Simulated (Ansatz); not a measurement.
# Re (diamond type): how the settings move a single-point run

How sensitive is a single-point run of Re (diamond type) to its settings? A reference run comes first, then one run with altered input.

Program: Ansatz 0.2.0. Level of theory: reference: DFT, PBEsol, all-electron PAW with datasets made for the crystal, scalar-relativistic. These are calculated values, not measurements.

### 1 The starting structure

Symmetry: Fd-3m, No. 227, cubic system. The conventional cell has a = 5.299 Å, b = 5.299 Å, c = 5.299 Å, α = 90.00°, β = 90.00°, γ = 90.00°. Re (site symmetry -43m) has 4 Re at 2.29 Å in its first shell of neighbours.

Structure file:

```
Re
1.0
     0.00000    2.64948    2.64948
     2.64948    0.00000    2.64948
     2.64948    2.64948    0.00000
Re
2
Cartesian
  -0.6624 -0.6624 -0.6624
  0.6624 0.6624 0.6624
```

### 2 Reference

Input file input.yaml:

```yaml
crystal:
  lattice:
    - [0.0, 2.6494807338, 2.6494807338]
    - [2.6494807338, 0.0, 2.6494807338]
    - [2.6494807338, 2.6494807338, 0.0]
  atoms:
    - { symbol: Re, position: [-0.125, -0.125, -0.125] }
    - { symbol: Re, position: [0.125, 0.125, 0.125] }
kpoints:
  mp_grid: { grid: [12, 12, 12] }
scf:
  occupations: { method: fermi_dirac, width: 0.05 }
hamiltonian:
  xc: pbesol
  pseudopotentials: { kind: all_electron, datasets: crystal }
output:
  forces: true
  stress: true
  eigenvalues: true
```

Launch:

```bash
$ ansatz run input.yaml --threads 1 --pin off --max-ram 2048MiB --backend cpu --events-out ev --progress --plain --runs-dir out
```

### 3 Changing settings: xc lda, spin_polarized true

input.yaml: that of step 2 with these lines changed.

```diff
@@ -13,3 +13,3 @@
 hamiltonian:
-  xc: pbesol
+  xc: lda
   pseudopotentials: { kind: all_electron, datasets: crystal }
@@ -19 +19,3 @@
   eigenvalues: true
+magnetization:
+  spin_polarized: true
```

**Question.** What will these runs give? Wanted: for each run, ending; energy change; pressure; gap; force.

**Answer**, as computed:

| run | ending | energy change | pressure (GPa) | gap (eV) | force (eV/Å) | cycles | time |
| --- | --- | --- | --- | --- | --- | --- | --- |
| reference | converged | - | 43.5 | 0.00 | 0.00 | 9 | 34 s |
| 1: xc lda, spin_polarized true | converged | not comparable | 38.9 | 0.00 | 0.00 | 9 | 2.7 min |

Residual by cycle in the longest SCF loop of each run; runs are numbered as in the table. The quantity is the density residual dr2, in eV.

| cycle | reference | run 1 |
| --- | --- | --- |
| 1 | 1.13 | 0.00836 |
| 2 | 0.352 | 0.00542 |
| 3 | 0.00746 | 0.00278 |
| 4 | 4.7e-4 | 1.1e-4 |
| 5 | 1.0e-4 | 8.0e-6 |
| 6 | 1.5e-5 | 1.2e-6 |
| 7 | 1.9e-6 | 3.0e-7 |
| 8 | 7.1e-8 | 6.6e-8 |
| 9 | 9.2e-10 | 4.9e-10 |

What this shows: A change of functional puts the total energy on another scale; the pressure goes from 43.5 to 38.9 GPa. The spin polarisation changed too. Cost: 2.7 min against 34 s. The structure is not at rest: the sound run finds 44 GPa, so these are no properties of the relaxed crystal. 
